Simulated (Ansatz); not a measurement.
**FGeH2O2 radical: a ladder of functionals and wavefunction methods**

An exercise on one series of results from a longer session: the logs are not shown, and one member is left open.

The runs use Ansatz 0.2.0, Gaussian basis; functionals in def2-TZVPP, the program's frozen cores in correlated methods.

Levels to be run: LDA (SPW92), PBE-D4, revPBE-D4, BLYP-D4, r2SCAN-D4, B97M-V, PBE0-D4, B3LYP-D4, r2SCANh-D4, r2SCAN0-D4, HSE06-D4, BHLYP-D4, CAM-B3LYP-D4, LC-ωPBE, ωB97X-V, ωB97M-V, B2PLYP, PBE-QIDH; CCSD(T)/def2-SVP; CCSD(T)/def2-TZVPP; MP2/def2-QZVPP; extrapolation to the limit; RPA on PBE.

## Structure used throughout

An earlier PBE0-D4 in a triple-zeta def2 set relaxation fixed the geometry.

6 atoms, charge 0, spin multiplicity 2.

Atoms are counted from 1 here; the program's logs count them from 0.

Bond lengths: O1–Ge2 1.765 Å, O1–H5 0.962 Å, Ge2–O3 1.765 Å, Ge2–F4 1.751 Å, O3–H6 0.962 Å. Angles: Ge2–O1–H5 112.5°, O1–Ge2–O3 103.2°, O1–Ge2–F4 108.4°, O3–Ge2–F4 108.2°, Ge2–O3–H6 112.4°.

The first run:

in.yaml reads:

```yaml
crystal:
  periodic: [false, false, false]
  atoms:
    - {symbol: O, position_ang: [-0.639754, 1.341488, -0.464064]}
    - {symbol: Ge, position_ang: [0.211372, -0.204776, -0.465624]}
    - {symbol: O, position_ang: [1.220457, -0.112458, 0.979163]}
    - {symbol: F, position_ang: [-0.962196, -1.482700, -0.231541]}
    - {symbol: H, position_ang: [-1.362661, 1.364180, -1.098200]}
    - {symbol: H, position_ang: [1.574882, -0.969634, 1.234066]}
basis:
  gaussian: {orbitals: def2-TZVPP}
magnetization: {spin_polarized: true, initial_magnetization: 1}
hamiltonian: {xc: lda}
output: {orbitals: {seedname: orbitals}}
```

On the command line:

```console
$ ansatz run in.yaml --threads 2 --pin off --events-out ev --progress --plain --max-ram 22528MiB --backend cpu
```

Among the steps run: LDA; PBE-D4 (GGA); revPBE-D4 (GGA); BLYP-D4 (GGA); r2SCAN-D4 (meta-GGA); B97M-V (meta-GGA); B3LYP-D4 (hybrid); r2SCANh-D4 (hybrid); r2SCAN0-D4 (hybrid); HSE06-D4 (hybrid); BHLYP-D4 (hybrid); CAM-B3LYP-D4 (range-separated); LC-ωPBE (range-separated); ωB97X-V (range-separated); ωB97M-V (range-separated); B2PLYP (double hybrid); PBE-QIDH (double hybrid).

One of the session's tables, all rows but one given; the rest of the session is left out.

It belongs to the step «Orbital energies across the functionals». 

```
  functional  HOMO (eV)  LUMO (eV)  gap (eV)
 LDA (SPW92)          ?          ?         ?
      PBE-D4      -5.77      -4.55      1.22
   revPBE-D4      -5.71      -4.38      1.33
     BLYP-D4      -5.63      -4.61      1.02
   r2SCAN-D4      -6.21      -4.20      2.01
      B97M-V      -6.04      -4.59      1.44
     PBE0-D4      -7.15      -3.62      3.53
    B3LYP-D4      -6.89      -4.08      2.81
  r2SCANh-D4      -6.72      -3.86      2.86
  r2SCAN0-D4      -7.48      -3.36      4.12
    HSE06-D4      -6.75      -3.99      2.76
    BHLYP-D4      -8.40      -2.83      5.57
CAM-B3LYP-D4      -8.50      -2.76      5.74
     LC-ωPBE      -9.87      -1.25      8.61
     ωB97X-V      -9.38      -1.69      7.69
     ωB97M-V      -9.25      -1.76      7.48
```

Estimate the missing values for LDA (SPW92).

**Answer.** HOMO (eV): -5.89; LUMO (eV): -4.97; gap (eV): 0.91. In the column «HOMO (eV)» it lies between B97M-V (-6.04) and PBE-D4 (-5.77).
